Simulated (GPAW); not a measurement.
A run of GPAW 26.7.0:

The input run.py:

```python
from ase import Atoms
from ase.dft.bandgap import bandgap
from ase.io import write
from ase.units import Bohr, GPa
from ase.parallel import parprint
from gpaw import GPAW, PW
from gpaw.elf import elf_from_dft_calculation

atoms = Atoms(['H', 'Pb', 'N', 'O', 'O', 'O', 'O'],
              cell=[[3.85404, 0.14384, 0.09012],
                    [-0.2532, 5.52698, 0.16471],
                    [-0.48197, -1.9272, 5.72025]],
              scaled_positions=[[0.10913, 0.65718, 0.54463],
                                [0.61029, 0.52127, 0.151],
                                [0.9158, 0.96263, 0.95867],
                                [0.01384, 0.13639, 0.88084],
                                [0.72398, 0.01057, 0.12858],
                                [0.00389, 0.73732, 0.87043],
                                [0.11927, 0.59324, 0.37651]],
              pbc=True)

calc = GPAW(mode=PW(800),
            xc='PBE',
            kpts={'size': (7, 5, 5), 'gamma': True},
            occupations={'name': 'fermi-dirac', 'width': 0.05},
            nbands=39,
            convergence={'density': 1e-05, 'energy': 1e-05},
            maxiter=150,
            txt='gpaw.txt')
atoms.calc = calc
energy = atoms.get_potential_energy()
forces = atoms.get_forces()
stress = atoms.get_stress()
calc.write('gs.gpw')
write('result.traj', atoms)
parprint(f'Energy: {energy:.6f} eV')
parprint('Forces (eV/A):')
parprint(forces.round(4))
parprint('Stress (GPa):', (stress / GPa).round(3))
parprint('Fermi level:', round(calc.get_fermi_level(), 4), 'eV')
parprint(f'Gap: {bandgap(calc)[0]:.4f} eV, direct: {bandgap(calc, direct=True)[0]:.4f} eV')

# fields on the real-space grid
write('density.cube', atoms, data=calc.get_pseudo_density() * Bohr**3)
write('potential.cube', atoms, data=calc.get_electrostatic_potential())
write('elf.cube', atoms, data=elf_from_dft_calculation(calc).data)
```

Potentials or basis: GPAW PAW data sets (gpaw-data 1.2.1), pw.

Run with:

```bash
$ OMP_NUM_THREADS=1 mpirun -n 8 gpaw python run.py
```

Hardware: 8 MPI ranks on Intel(R) Xeon(R) 6975P-C (Granite Rapids) (shared host).

Problem. Estimate the wall time of this run.

Solution. Run time: 37 s on 8 MPI ranks on Intel(R) Xeon(R) 6975P-C (Granite Rapids), with other jobs on the host, peak memory 0.3 GiB a rank. Counts: scf iterations 13, plane waves 6369, bands 39, k points 88.
